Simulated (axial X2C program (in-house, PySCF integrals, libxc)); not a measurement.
# All-electron X2C curves of WAl

Aim: find the lowest determinant of WAl, scan the bond at several levels and fit the constants, once spin-free and once with spin–orbit coupling.

The runs use an in-house X2C program for linear molecules on PySCF integrals; all-electron X2C, W dyall-cv3z, Al dyall-v3z.

All values are calculated.

## (1) Input

task.json reads:

```json
{"zs": [74, 13], "q": 0, "bas": ["dyall-cv3z", "dyall-v3z"], "levels": ["PBE0", "HF", "TPSS"], "cc": true, "r0": 2.63, "thr": -1.0, "nmax": 90, "npts": 10, "nst": 2, "ntry": 6}
```

Keys: zs atomic numbers; q charge; bas basis sets; levels methods (HF also brings MP2); cc coupled cluster on or off; r0 starting distance in Å; thr threshold in hartree for freezing inner shells (an s shell follows its p shell); nmax most natural virtual spinors; npts points asked for on the curve; nst determinants followed; ntry starts of the search.

On the command line:

```
python so2c.py task.json out
```

Spin-free means the one-electron spin-free X2C Hamiltonian; two-component (2c) means X2C with spin–orbit coupling and atomic mean-field two-electron Coulomb and Gaunt terms. Basis: W dyall-cv3z contracted to [13s14p9d7f4g], Al dyall-v3z contracted to [8s8p2d1f]; Gaussian nuclei, density fitting. Masses: W 183.951 u, Al 26.982 u.

Notation: σ, π±, δ± give the projection m of an orbital's angular momentum (0, ±1, ±2), α and β its spin, Λ and M_S the sums; ω is the projection of a spinor's total angular momentum and Ω the sum. Logs are in hartree.

The results follow Hamiltonian by Hamiltonian and level by level.

## (2) Which state to follow

Determinants are compared with PBE0 at 2.630 Å.

Spin-free determinants:

| ΔE (eV) | state | open shells |
| --- | --- | --- |
| 0.00 | M_S = 5/2, Λ = 0 | beyond closed shells: σα, π+α, π-α, δ+α, δ-α |
| 0.77 | M_S = 5/2, Λ = 1 | beyond closed shells: 2 × σα, π+α, π+β, π-α, δ+α, δ-α |
| 0.94 | M_S = 7/2, Λ = 1 | beyond closed shells: 2 × σα, 2 × π+α, π-α, δ+α, δ-α |
| 1.14 | M_S = 3/2, Λ = 1 | beyond closed shells: π+α, π+β, π-α, δ+α, δ-α |
| 1.27 | M_S = 7/2, Λ = 0 | beyond closed shells: 3 × σα, π+α, π-α, δ+α, δ-α |
| 1.45 | M_S = 3/2, Λ = 3 | beyond closed shells: σα, π+α, π+β, π-α, δ+α |
| 1.45 | M_S = 3/2, Λ = 1 | beyond closed shells: σα, π+α, π-α, π-β, δ+α |

Two-component determinants:

```
ΔE (eV)    state                                        open shells
   0.00  Ω = 5/2                      excess of +ω over −ω: ω = 5/2
   0.74  Ω = 7/2         excess of +ω over −ω: 2 × ω = 1/2, ω = 5/2
   0.80  Ω = 3/2   excess of +ω over −ω: ω = 1/2, ω = -3/2, ω = 5/2
   1.01  Ω = 9/2    excess of +ω over −ω: ω = 1/2, ω = 3/2, ω = 5/2
   1.20  Ω = 3/2                      excess of +ω over −ω: ω = 3/2
   1.21  Ω = 1/2  excess of +ω over −ω: ω = -1/2, ω = -3/2, ω = 5/2
   1.21  Ω = 3/2   excess of +ω over −ω: ω = 1/2, ω = -3/2, ω = 5/2
```

## (3) PBE0, spin-free

State followed: M_S = 5/2, Λ = 0 (beyond closed shells: σα, π+α, π-α, δ+α, δ-α). The scan is laid around 2.626 Å, a first estimate of the minimum, and this SCF restarts from the orbitals of the search.

The SCF at the reference distance of 2.626 Å:

```text
spin-free X2C-1e  PBE0
basis functions 234  fitting functions 1200  grid points 5083
iter        total energy     max residual
   1     -16386.222362457     3.54e+00
   2     -16386.251795642     9.98e-04
   3     -16386.251801492     7.19e-04
   4     -16386.251804767     4.74e-04
   5     -16386.251807008     1.80e-04
   6     -16386.251808084     2.28e-05
   7     -16386.251808100     7.31e-06
   8     -16386.251808103     6.73e-06
   9     -16386.251808105     2.14e-06
  10     -16386.251808107     1.45e-06
converged
one-electron -22879.38200465  Coulomb 6646.41587057  exact exchange -85.40404068  xc functional -261.73863141  nuclear repulsion 193.85699806
```

Along the bond, energies from the lowest point:

```
R (Å)  E (eV)  μ (D)  HOMO (eV)  LUMO (eV)  iterations
2.285  0.5498  -1.15      -4.64      -2.54          16
2.390  0.2230  -1.08      -4.66      -2.39          15
2.468  0.0863  -0.99      -4.68      -2.29          15
2.547  0.0174  -0.88      -4.69      -2.22          15
2.626  0.0000  -0.74      -4.69      -2.16          10
2.718  0.0285  -0.55      -4.69      -2.11          15
2.810  0.0934  -0.33      -4.68      -2.08          15
2.928  0.2125  -0.03      -4.66      -2.07          15
3.072  0.3885   0.37      -4.63      -2.08          15
3.283  0.6646   0.95      -4.57      -2.12          15
```

Dipoles are positive if Al is the positive end.

Outer orbitals at the reference distance:

| symmetry | occupied | ε (eV) | atomic character |
| --- | --- | --- | --- |
| φ-β | yes | -35.36 | 100% W f |
| φ+β | yes | -35.36 | 100% W f |
| σα | yes | -9.71 | 53% Al s, 21% W s, 13% W d |
| σβ | yes | -8.93 | 63% Al s, 14% W s, 10% W p |
| σα | yes | -6.16 | 46% W s, 35% W d, 11% Al p |
| π+α | yes | -5.88 | 84% W d, 11% Al p, 3% Al d |
| π-α | yes | -5.88 | 84% W d, 11% Al p, 3% Al d |
| δ-α | yes | -5.71 | 99% W d |
| δ+α | yes | -5.71 | 99% W d |
| σα | yes | -5.43 | 44% W d, 27% Al p, 15% Al s |
| σβ | yes | -4.69 | 54% Al p, 28% W s, 7% Al s |
| π+β | no | -2.16 | 59% Al p, 28% W d, 9% W p |
| π-β | no | -2.16 | 59% Al p, 28% W d, 9% W p |
| π+α | no | -2.03 | 45% Al p, 40% W p, 12% W d |
| π-α | no | -2.03 | 45% Al p, 40% W p, 12% W d |

PBE0 fields in the half plane through the axis: z from -2.4 to 4.8 Å across, distance from the axis 0.15 to 2.25 Å upwards; W lies at z = 0 and Al at z = 2.626 Å; the ELF is damped to zero where the density is low.

log10 density (e/bohr³). Ten even steps from ' ' (-3.94 ) to '@' (1.80 ):
```
      ........::::::::......................      
    ......::::::::::::::::::::::::::::::::......  
  ....::::::------------::::::::::::::::::::......
....::::::------====----------------------::::::..
....::::----============--------------------::::..
..::::----==++++**++++==================------::::
..::::--==++**######**++========****++====----::::
..::----==++**%%@@%%**++======++##%%**====----::::
```

ELF. Ten even steps from '0' (0.00 ) to '9' (1.00 ):
```
0000122222221100012333100
0011223333332211235677631
0112333444444333467899874
1123333343445554578999997
1233323443345665347999999
2333224565335761001699999
2333235434535730572189999
3343345525545713858079999
```

Re = 2.618 Å, ωe = 272.1 cm⁻¹, ωexe = 1.11 cm⁻¹, Be = 0.1045 cm⁻¹, De = 1.96 eV, μ = -0.75 D.

## (4) HF, spin-free

Output at 2.626 Å:

```text
spin-free X2C-1e  HF
basis functions 234  fitting functions 1200  grid points 5083
iter        total energy     max residual
   1     -16380.725298737     9.91e-01
   2     -16380.769896543     2.35e-02
   3     -16380.771831066     2.99e-02
   4     -16380.775415260     2.93e-03
   5     -16380.776418167     2.43e-03
   6     -16380.777390467     2.35e-03
   7     -16380.778146949     2.06e-03
   8     -16380.779145425     1.88e-03
   9     -16380.780427122     1.08e-03
  10     -16380.780779665     9.05e-04
  11     -16380.780968037     6.45e-04
  12     -16380.781061014     4.61e-04
  13     -16380.781097845     2.74e-04
  14     -16380.781110682     4.77e-05
  15     -16380.781110750     3.57e-05
  16     -16380.781110936     2.11e-05
  17     -16380.781111009     8.01e-06
  18     -16380.781111015     2.68e-06
  19     -16380.781111015     8.03e-07
converged
one-electron -22883.60874661  Coulomb 6650.90808562  exact exchange -341.93744809  xc functional 0.00000000  nuclear repulsion 193.85699806
```

Re = 2.896 Å, ωe = 146.8 cm⁻¹, ωexe = 1.58 cm⁻¹, Be = 0.0854 cm⁻¹, De = 0.389 eV, μ = -0.13 D.

## (5) TPSS, spin-free

Output at 2.626 Å:

```text
spin-free X2C-1e  TPSS
basis functions 234  fitting functions 1200  grid points 5083
iter        total energy     max residual
   1     -16386.111774257     2.47e-01
   2     -16386.110378827     2.63e-02
   3     -16386.067524822     5.21e-02
   4     -16386.102148350     2.74e-02
   5     -16386.116343639     7.23e-04
   6     -16386.116338684     7.51e-04
   7     -16386.116357123     5.96e-05
   8     -16386.116357271     2.59e-05
   9     -16386.116357302     7.86e-06
  10     -16386.116357309     5.06e-06
  11     -16386.116357311     3.39e-06
  12     -16386.116357312     1.69e-06
converged
one-electron -22876.20733435  Coulomb 6643.15837808  exact exchange 0.00000000  xc functional -346.92439911  nuclear repulsion 193.85699806
```

Re = 2.627 Å, ωe = 272.2 cm⁻¹, ωexe = 1.1 cm⁻¹, Be = 0.1038 cm⁻¹, De = 2.27 eV, μ = -0.82 D.

## (6) MP2 and beyond, spin-free

Correlated methods: 9 electrons correlated (frozen shells, counted by type: W 5 s, 4 p, 2 d, 1 f; Al 2 s, 1 p), 287 virtual spinors in MP2, 90 natural virtuals in coupled cluster.

Output of the correlated part at 2.626 Å:

```text
correlated 9  virtual 287  natural virtual 90  E(MP2) -0.154015526  MP2 remainder -0.004692450
iter   CCSD correlation   residual
   1     -0.163025361   1.49e-01
   2     -0.171449497   8.40e-02
   3     -0.175041788   4.92e-02
   4     -0.177501927   3.07e-02
   5     -0.178506443   1.32e-02
   6     -0.178676604   4.89e-03
   7     -0.178755732   2.10e-03
   8     -0.178760278   8.86e-04
   9     -0.178761988   3.89e-04
  10     -0.178763140   1.77e-04
  11     -0.178763235   9.20e-05
  12     -0.178764172   4.21e-05
  13     -0.178764370   2.12e-05
  14     -0.178764769   1.02e-05
  15     -0.178764988   5.22e-06
  16     -0.178765171   2.92e-06
  17     -0.178765261   1.37e-06
  18     -0.178765296   6.62e-07
  19     -0.178765315   3.08e-07
(T) -0.011629522  T1 0.1025  D1 0.2438  max T2 0.122
```

T1 in the output is the amplitude norm over the root of the electron number; divide by √2 for the Lee–Taylor value.

MP2: No constants are quoted: the reference is strongly spin-contaminated.

CCSD: Re = 2.637 Å, ωe = 268.2 cm⁻¹, ωexe = 1.12 cm⁻¹, Be = 0.1031 cm⁻¹, De = 1.66 eV. T1 at Re = 0.072 (Lee–Taylor, the printed value over √2).

CCSD(T): Re = 2.618 Å, ωe = 282.3 cm⁻¹, ωexe = 1.07 cm⁻¹, Be = 0.1045 cm⁻¹, De = 1.88 eV. T1 at Re = 0.073 (Lee–Taylor, the printed value over √2).

## (7) A higher determinant, spin-free

State: M_S = 5/2, Λ = 1 (beyond closed shells: 2 × σα, π+α, π+β, π-α, δ+α, δ-α).

Output at the reference distance:

```text
spin-free X2C-1e  PBE0
basis functions 234  fitting functions 1200  grid points 5083
iter        total energy     max residual
   1     -16386.199578588     3.44e+00
   2     -16386.223774599     9.85e-04
   3     -16386.223779353     3.90e-04
   4     -16386.223782020     2.26e-04
   5     -16386.223782330     1.21e-04
   6     -16386.223782486     2.73e-05
   7     -16386.223782506     1.46e-05
   8     -16386.223782510     4.87e-06
   9     -16386.223782512     2.31e-06
converged
one-electron -22879.80103846  Coulomb 6646.89583489  exact exchange -85.41693979  xc functional -261.75863721  nuclear repulsion 193.85699806
```

```
R (Å)  E above the lowest PBE0 point (eV)
2.285                               0.853
2.390                               0.715
2.468                               0.691
2.547                               0.711
2.626                               0.763
2.718                               0.848
2.810                               0.947
2.928                               1.084
3.072                               1.247
```

Re = 2.467 Å, ωe = 288.1 cm⁻¹, Be = 0.1177 cm⁻¹, μ = -1.30 D. Te = 0.69 eV. As a difference of two determinants it need not be a gap between pure terms.

## (8) The spin-free curves together

Energy (eV) of the followed determinant, spin-free, from each level's lowest point:

```
R (Å)   PBE0     HF  MP2 (spin-contaminated)   CCSD  CCSD(T)   TPSS
2.285  0.550  0.931                    0.534    n/a      n/a  0.584
2.390  0.223  0.530                    0.210  0.259    0.239  0.243
2.468  0.086  0.331                    0.076  0.108    0.093  0.099
2.547  0.017  0.193                    0.012  0.027    0.019  0.023
2.626  0.000  0.102                    0.000  0.000    0.000  0.000
2.718  0.029  0.038                    0.033  0.018    0.030  0.024
2.810  0.093  0.007                    0.101  0.075    0.100  0.086
2.928  0.213  0.000                    0.216  0.186    0.230  0.203
3.072  0.388  0.021                    0.378    n/a      n/a  0.380
3.283  0.665  0.079                    0.611    n/a      n/a  0.663
```

(Part 1 of 2 ends here.)
